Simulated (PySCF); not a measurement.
PGaH6, in a box:

```
P Ga H
1.0
    14.00000    0.00000    0.00000
     0.00000   12.00000    0.00000
     0.00000    0.00000   13.00000
P Ga H
1 1 6
Cartesian
  6.3605 6.0443 5.6192
  7.6308 5.9867 7.7972
  4.9526 6.1208 5.6466
  6.4865 4.9661 4.7192
  6.6020 7.0951 4.7101
  7.1225 7.3748 8.3446
  9.0734 5.9057 7.1668
  6.9755 4.6673 8.3579
```

Base run:

* Program: PySCF 2.14.0
* Functional: r2SCANh
* Potentials or basis: pob-tzvp-rev2 (all-electron)
* k mesh: 1 × 1 × 1
* Occupations: fixed
* Spin: no spin polarisation

Its results: gap between the frontier levels 7.26 eV.

Q: After a change of settings the same cell gave: gap between the frontier levels 5.89 eV. Which change was it?
A. functional from r2SCANh to PBE
B. functional from r2SCANh to r2SCAN50
C. functional from r2SCANh to SCAN

A: A.

r2SCANh gives the wider gap, since exact exchange removes part of the self-interaction.

Caveats: this is a molecule in a periodic box at the Γ point, so its band gap is the HOMO-LUMO gap; relativity is left out, which matters for the heavier elements; the basis of atomic orbitals isn't converged, which shifts pressures, moduli and gaps; this basis is made for solids and lacks diffuse functions, so gaps of a molecule come out too wide by an eV or more.
